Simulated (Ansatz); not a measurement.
Task: harmonic frequencies at the relaxed geometry of C2HAlF2Se, SMILES F[C]1=C(F)[Se][AlH]1, with Ansatz 0.2.0, Python API. Give the script and its output. Settings (for the species named): PBE0, def2-SVP basis, multiplicity 1, D3BJ dispersion.

```yaml
atoms:
  - { symbol: F, position_ang: [-0.2774, -0.7303, 1.9449] }
  - { symbol: C, position_ang: [-0.1670, -0.3577, 0.6256] }
  - { symbol: C, position_ang: [0.1413, -1.1083, -0.4812] }
  - { symbol: F, position_ang: [0.5404, -2.4191, -0.5944] }
  - { symbol: Se, position_ang: [-0.3817, 0.1735, -1.8435] }
  - { symbol: Al, position_ang: [0.2191, 1.4558, -0.1271] }
  - { symbol: H, position_ang: [-0.0135, 2.9180, 0.4300] }
```

`freq_c2half2se.py`
```python
# -*- coding: utf-8 -*-
import itertools

import ansatz
from ase import Atoms
from ase.data import atomic_numbers, covalent_radii
from ase.thermochemistry import IdealGasThermo
import numpy as np

BASIS = "def2-SVP"
FUNCTIONAL = "PBE0"
DISPERSION = "d3bj"

GEOMETRY = """
F    -0.27740   -0.73030    1.94490
C    -0.16700   -0.35770    0.62560
C     0.14130   -1.10830   -0.48120
F     0.54040   -2.41910   -0.59440
Se   -0.38170    0.17350   -1.84350
Al    0.21910    1.45580   -0.12710
H    -0.01350    2.91800    0.43000
"""

mol = ansatz.Crystal.molecule()
for line in GEOMETRY.strip().splitlines():
    symbol, *xyz = line.split()
    mol = mol.atom(symbol, [float(v) for v in xyz])

calc = mol.calculation()
calc = calc.basis(gaussian=BASIS).functional(FUNCTIONAL, dispersion=DISPERSION)
symbols = [site.symbol for site in mol.cartesian_sites]
start = np.array([site.position_ang for site in mol.cartesian_sites], dtype=float)
data = calc.relax(force_tolerance=0.003, max_steps=100).run(threads=1, backend="cpu").report
end = np.array(data["positions_ang"])

radius = [covalent_radii[atomic_numbers[s]] for s in symbols]
span = lambda where, i, j: np.linalg.norm(where[i] - where[j])
bonded = [(i, j) for i, j in itertools.combinations(range(len(symbols)), 2) if min(span(start, i, j), span(end, i, j)) < 1.2 * (radius[i] + radius[j])]
print("pair        before    after (A)")
for i, j in bonded:
    print(f"{symbols[i]}{i}-{symbols[j]}{j}".ljust(10), f"{span(start, i, j):8.4f} {span(end, i, j):8.4f}")

minimum = ansatz.Crystal.molecule()
for symbol, place in zip(symbols, end):
    minimum = minimum.atom(symbol, place.tolist())
vibrating = minimum.calculation()
vibrating = vibrating.basis(gaussian=BASIS)
vibrating = vibrating.functional(FUNCTIONAL, dispersion=DISPERSION).phonons(temperatures=(100, 500, 100))
vib = vibrating.run(threads=1, backend="cpu").report["vibrations"]
sums = vib["harmonic_sums"]
modes = [m["omega_inv_cm"] for m in sums["modes_at_gamma"] if m["rigid_motion"] == "no"]
print("frequencies (1/cm):", " ".join(f"{w:.0f}" for w in modes))
print("imaginary modes:", sum(w < 0 for w in modes), " zero-point energy:", round(sums["zero_point_energy_ev"], 4), "eV")
gas = IdealGasThermo(vib_energies=[w / 8065.544 for w in modes if w > 0], geometry="linear" if len(modes) == 3 * len(symbols) - 5 else "nonlinear",
                     atoms=Atoms(symbols, positions=end), symmetrynumber=1, spin=0.0)
print(f"H(298 K) - E = {gas.get_enthalpy(298.15, verbose=False):.4f} eV")
print(f"S(298 K, 1 bar) = {96485.33 * gas.get_entropy(298.15, 1e5, verbose=False):.1f} J/(mol K) with symmetry number 1")
```

```console
$ python freq_c2half2se.py
pair        before    after (A)
F0-C1        1.3753   1.3321
C1-C2        1.3724   1.3518
C1-Al5       2.0011   1.9295
C2-F3        1.3749   1.3142
C2-Se4       1.9423   1.9595
Se4-Al5      2.2251   2.3447
Al5-H6       1.5819   1.5739
frequencies (1/cm): 94 246 256 302 331 359 468 505 554 578 876 1130 1290 1688 1999
imaginary modes: 0  zero-point energy: 0.6617 eV
H(298 K) - E = 0.8677 eV
S(298 K, 1 bar) = 349.0 J/(mol K) with symmetry number 1
```

Notes:
- The frequencies are harmonic and unscaled, in a modest basis.
- The entropy takes a symmetry number of 1; a symmetric molecule's is lower by R ln(sigma).
- The whole script took 4.2 min on 1 thread of Arm Neoverse V1 (shared host), peak memory 0.41 GiB.
